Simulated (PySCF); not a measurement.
# C2H7NOSi: geometry, spin-spin couplings

Aim: predict the spin-spin couplings of C2H7NOSi (`C/C=N/[SiH2]O`).

The runs use PySCF 2.14.0, with density-fitted response routines of our own; the level of theory stands in each step. All values are computed, except where a source is named. Atoms are numbered from 0 throughout.

## 1. The starting structure

12 atoms, charge 0, multiplicity 1; geometry from: GFN2-xTB. The atoms were then displaced at random by about 0.01 Å, so the start is not that level's minimum.

Bonds of the start (Å): C0–C1 1.51, C1–N2 1.26, N2–Si3 1.67, Si3–O4 1.64, C0–H5 1.10, C0–H6 1.06, C0–H7 1.10, C1–H8 1.12, Si3–H9 1.47, Si3–H10 1.48, O4–H11 0.94.

## 2. Geometry optimisation at PBE0-D3(BJ)/def2-SVP

What the job is given:

```
{"job": {"xc": "PBE0", "basis": "def2-SVP", "d3": "d3bj", "grid": 1, "shake": 0.01, "kind": "geom"}, "charge": 0, "multiplicity": 1}
C      2.222910    -0.058470    -0.176390
C      0.852360    -0.183990     0.442980
N     -0.219270    -0.060220    -0.217480
Si    -1.843300    -0.210210     0.156420
O     -2.624090     1.062340    -0.517490
H      2.745590     0.774160     0.310760
H      2.779630    -0.954480    -0.042470
H      2.125180     0.189230    -1.245990
H      0.876230    -0.393080     1.542370
H     -2.247300    -1.472260    -0.481550
H     -2.318850    -0.129060     1.557690
H     -2.309410     1.407780    -1.337870
```

Run with:

```
$ OMP_NUM_THREADS=1 python probes_run.py task.json out
```

The driver reads the jobs from task.json and runs them one after another.

**Question.** This job is followed by: B3LYP/6-31G* indirect spin-spin coupling, non-relativistic, gas phase. What will the session give for the following? point group; rotational constants (main isotopes); largest coupling of the table (B3LYP/6-31G*).

The runs gave:

| quantity | value |
| --- | --- |
| point group | C1 |
| rotational constants (main isotopes) | 13.46, 1.74, 1.64 GHz |
| largest coupling of the table (B3LYP/6-31G*) | 1J(Si,H) Si3–H9, -199.6 Hz |

What this shows: Over 12 steps the energy fell by 0.189 eV; of the close pairs, N2–Si3 changed most, 1.673 to 1.746 Å. No frequency check was run at this level, so the end point may be a saddle. Of the pairs tabulated at B3LYP/6-31G*, Si3–H9 (mean over like pairs) couples most strongly (-199.6 Hz; Fermi contact -199.9 Hz). Couplings across rotatable bonds belong to this one conformer; where others are populated, the observed values are averages. Couplings from bases without tight functions are rough.
